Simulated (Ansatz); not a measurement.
# CuNi4P2Pd9: the cost of one run

All numbers below are computed with Ansatz 0.2.0 (DFT PBE, scalar-relativistic, plane waves, PAW).

## 1. The system as given

The cell holds 16 atoms (CuNi4P2Pd9): a = 6.101 Å, b = 6.401 Å, c = 5.973 Å, α = 86.70°, β = 88.82°, γ = 88.13°.

It is the last frame of an earlier stage of the same melt, run at 2400 K.

Structure file:

```
Pd Ni P Cu
1.0
     6.10005    0.10123    0.06046
     0.10123    6.39788    0.17737
     0.06046    0.17737    5.97028
Pd Ni P Cu
9 4 2 1
Direct
  0.57903 0.10829 0.51629
  0.62808 0.54450 0.18158
  0.28218 0.27491 0.33081
  0.66182 0.85460 0.88130
  0.37909 0.85943 0.20919
  0.36458 0.30119 0.89602
  0.59762 0.54768 0.59405
  0.93189 0.46315 0.85993
  0.08810 0.02765 0.68999
  0.68519 0.19033 0.11491
  0.03950 0.03556 0.05409
  0.12152 0.67714 0.57219
  0.92113 0.36120 0.48086
  0.41902 0.82859 0.62392
  0.11266 0.62706 0.19440
  0.82812 0.81998 0.34994
```

## 2. The last frame at 2400 K on a finer mesh

The electrons keep the Fermi-Dirac width of that temperature.

input.yaml

```yaml
crystal:
  lattice:
    - [6.10005, 0.101234, 0.060458]
    - [0.101234, 6.397884, 0.177374]
    - [0.060458, 0.177374, 5.970284]
  atoms:
    - { symbol: Pd, position: [0.5790349134, 0.1082922561, 0.5162909043] }
    - { symbol: Pd, position: [0.62807792, 0.5444983146, 0.1815824119] }
    - { symbol: Pd, position: [0.2821779226, 0.2749106374, 0.3308063409] }
    - { symbol: Pd, position: [0.661818694, 0.854597533, 0.881298064] }
    - { symbol: Pd, position: [0.3790884315, 0.8594341293, 0.209186338] }
    - { symbol: Pd, position: [0.3645752994, 0.3011894402, 0.8960156618] }
    - { symbol: Pd, position: [0.5976222688, 0.5476782027, 0.5940487958] }
    - { symbol: Pd, position: [0.9318936648, 0.4631514049, 0.8599318262] }
    - { symbol: Pd, position: [0.0881025519, 0.0276522948, 0.6899942246] }
    - { symbol: Ni, position: [0.6851903932, 0.190327136, 0.1149093109] }
    - { symbol: Ni, position: [0.0394972285, 0.0355592127, 0.0540937007] }
    - { symbol: Ni, position: [0.1215212415, 0.6771440302, 0.5721867971] }
    - { symbol: Ni, position: [0.9211258809, 0.3611956486, 0.4808637906] }
    - { symbol: P, position: [0.4190214803, 0.8285898093, 0.6239209842] }
    - { symbol: P, position: [0.1126569922, 0.6270627434, 0.1944027917] }
    - { symbol: Cu, position: [0.8281236452, 0.819976763, 0.3499369827] }
basis:
  ecutwfc: 420
kpoints:
  mp_grid: { grid: [4, 4, 4] }
hamiltonian:
  xc: pbe
scf:
  occupations: { method: fermi_dirac, width: 0.2068 }
output:
  forces: true
  stress: true
  eigenvalues: true
  populations: true
  write_density: true
  write_potential: true
  elf: true
  volumetric_format: npy
```

The run is started by

```
> ansatz run input.yaml --threads 2 --pin off --max-ram 5120MiB --backend cpu --events-out ev --progress --plain --runs-dir out
```

What time and memory should one allow on 2 threads of Arm Neoverse V1, shared host?

About 2.4 min, with a peak of 1.3 GiB.
